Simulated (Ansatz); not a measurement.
# B2BrH3, SMILES BBBr: a relaxed scan of one distance

Program: Ansatz's Python interface.

Run as a notebook:

In [1]:
```python
import ansatz as az
from ase import Atoms
import numpy as np
```

In [2]:
```python
atoms = Atoms(["B", "B", "Br", "H", "H", "H"], positions=[
    (-0.2259, -0.0451, -0.8555),
    (0.3019, -0.2047, 0.67),
    (-0.07, 1.1946, 2.048),
    (-0.8174, 0.9785, -1.1489),
    (-0.0688, -0.8325, -1.705),
    (0.9223, -1.1548, 0.9452),
])
molecule = az.Crystal.molecule_from_ase(atoms)
```

In [3]:
```python
setup = molecule.calculation()
setup = setup.basis(gaussian="def2-SVP")
setup = setup.functional("b3lyp", dispersion="d3bj")
symbols = [site.symbol for site in molecule.cartesian_sites]
pairs = [(0, 1), (0, 3), (0, 4), (1, 2), (1, 5)]
print("held (A)   E (eV)        ", "  ".join(f"{symbols[i]}{i}-{symbols[j]}{j}" for i, j in pairs))
for length in [1.84, 2.0, 2.16, 2.4, 2.7]:
    report = setup.relax(constraints=[az.DistanceConstraint((1, 2), at=length)], force_tolerance=0.02, max_steps=60).run().report
    xyz = np.array(report["positions_ang"])
    print(f"{length:6.2f} {report['free_energy_ev']:14.5f}  ", "  ".join(f"{np.linalg.norm(xyz[i] - xyz[j]):.3f}" for i, j in pairs))
```
```text
held (A)   E (eV)         B0-B1  B0-H3  B0-H4  B1-Br2  B1-H5
DeckWarning: relax.constraints: the input's atoms, or those drawn, lie off the distances that are held; a relaxation that starts there is brought onto them ahead of its first SCF, by positions alone, an atom by 7.94e-2 Å at the most. With the symmetry detection on, the symmetry is detected on the input's atoms as so [...]
  1.84   -71438.80389   1.664  1.210  1.210  1.840  1.208
  2.00   -71438.84958   1.654  1.208  1.208  2.000  1.200
  2.16   -71438.60565   1.637  1.207  1.207  2.160  1.194
  2.40   -71438.16353   1.614  1.207  1.207  2.400  1.191
  2.70   -71437.75281   1.614  1.213  1.213  2.700  1.194
```

Notes:
- The settings weren't tested for convergence.
- Warnings are shown shortened and without file and line.
- The energies are electronic: no zero-point or thermal terms, and the basis set is short of its limit.
- b3lyp holds the VWN-RPA fit, as in Gaussian; the form of ORCA and Turbomole is b3lyp5.
- The whole script took 2.3 min on 1 thread of Arm Neoverse V2 (shared host), peak memory 0.24 GiB.

(Lines on the test bed's own set-up are left out of the output.)
